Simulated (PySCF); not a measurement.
# RuN(OH)₂: structure of the doublet

The task is one start of a wider search on RuN(OH)₂: the doublet, from a trigonal planar start. It is relaxed, tested by its Hessian and followed downhill if it is a saddle.

Method: PBE0, basis Ru def2-TZVP with ECP28, N def2-TZVP, O def2-TZVP, H def2-TZVP, scalar-relativistic core potentials, no spin–orbit coupling, density fitting; program: PySCF 2.14.0.

**1. The system as given**

6 atoms, charge 0, spin multiplicity 2.

Bond lengths: Ru1–N2 1.740 Å, Ru1–O3 1.880 Å, Ru1–O4 1.880 Å, O3–H5 0.960 Å, O4–H6 0.960 Å. Angles: N2–Ru1–O3 120.0°, N2–Ru1–O4 120.0°, O3–Ru1–O4 120.0°, Ru1–O3–H5 130.0°, Ru1–O4–H6 130.0°.

```xyz
6
charge 0 multiplicity 2
Ru    0.0000    0.0000    0.0000
N     1.7400    0.0000    0.0000
O    -0.9400    1.6281    0.0000
O    -0.9400   -1.6281    0.0000
H    -0.6117    2.5302    0.0000
H    -1.8854   -1.7948    0.0000
```

**2. Finding the electronic state**

The steps below are one call of a driver around PySCF. For each, scf.py gives the equivalent set-up of the SCF; relaxations use the driver's own optimiser. After this first run the driver tries any further starts and a stability analysis.

scf.py

```python
from pyscf import gto, scf, dft
mol = gto.M(atom='''
Ru     0.000000     0.000000     0.000000
N      1.740000     0.000000     0.000000
O     -0.940000     1.628100     0.000000
O     -0.940000    -1.628100     0.000000
H     -0.611700     2.530200     0.000000
H     -1.885400    -1.794800     0.000000''',
    basis={'Ru': 'def2-TZVP', 'N': 'def2-TZVP', 'O': 'def2-TZVP', 'H': 'def2-TZVP'},
    ecp={'Ru': 'def2-TZVP'},
    charge=0, spin=1)
mf = dft.UKS(mol, xc='PBE0')
mf.grids.atom_grid = (50, 194)
aux = {'Ru': 'def2-universal-JKFIT', 'N': 'def2-universal-JKFIT', 'O': 'def2-universal-JKFIT', 'H': 'def2-universal-JKFIT'}
mf = mf.density_fit(auxbasis=aux)
mf.conv_tol = 1e-08
mf.diis_space = 10
mf.max_cycle = 60
mf.init_guess = 'minao'
mf.verbose = 4
mf.kernel()
```

Launch:

```
> OMP_NUM_THREADS=4 python axn.py task.json out
```

Further steps of the session: Trigonal planar start, doublet: relaxation; Frequencies.

**Question.** What will these runs give? Wanted: minimum; geometry; wavenumbers; dipole moment; highest occupied, lowest empty level; polar-tensor charge of Ru1; zero-point energy; atomisation energy; ⟨S²⟩.

**Answer**, as computed:

```
                                          quantity                                                                                                                         value
                                           minimum                                                                                                                   doublet, Cs
                                          geometry  O–H 0.961 Å (×2), Ru–N 1.566 Å, Ru–O 1.887 Å (×2); H–O–Ru 119.5°, H–O–Ru 121.2°, N–Ru–O 117.6°, N–Ru–O 122.8°, O–Ru–O 119.5°
                                wavenumbers (cm⁻¹)   89 (a''), 142 (a'), 168 (a''), 269 (a'), 287 (a''), 623 (a'), 637 (a'), 669 (a'), 702 (a'), 1226 (a'), 3872 (a'), 3894 (a')
                                     dipole moment                                                                                                                        1.69 D
highest occupied, lowest empty level (either spin)                                                                                                               -7.18, -3.39 eV
                        polar-tensor charge of Ru1                                                                                                                       +1.38 e
                                 zero-point energy                                                                                                                   75.2 kJ/mol
                               entropy at 298.15 K                                                                                                               339.6 J/(mol K)
         atomisation energy (no zero-point energy)                                                                                                                   2006 kJ/mol
                                              ⟨S²⟩                                                                                                                         0.768
```

What this shows: The molecule stays Cs, as typed, and the end point is a minimum. In the infrared the band at 623 cm⁻¹ (a') leads. Most of the spin sits on Ru1 (Mulliken spin 0.92, against 1 for the whole molecule). The first SCF alone would have been 51 kJ/mol too high. Only this shape and spin were tried, so other structures or states may lie lower. Open d and f shells are described by one determinant, and the ground state may have another occupation or spin.
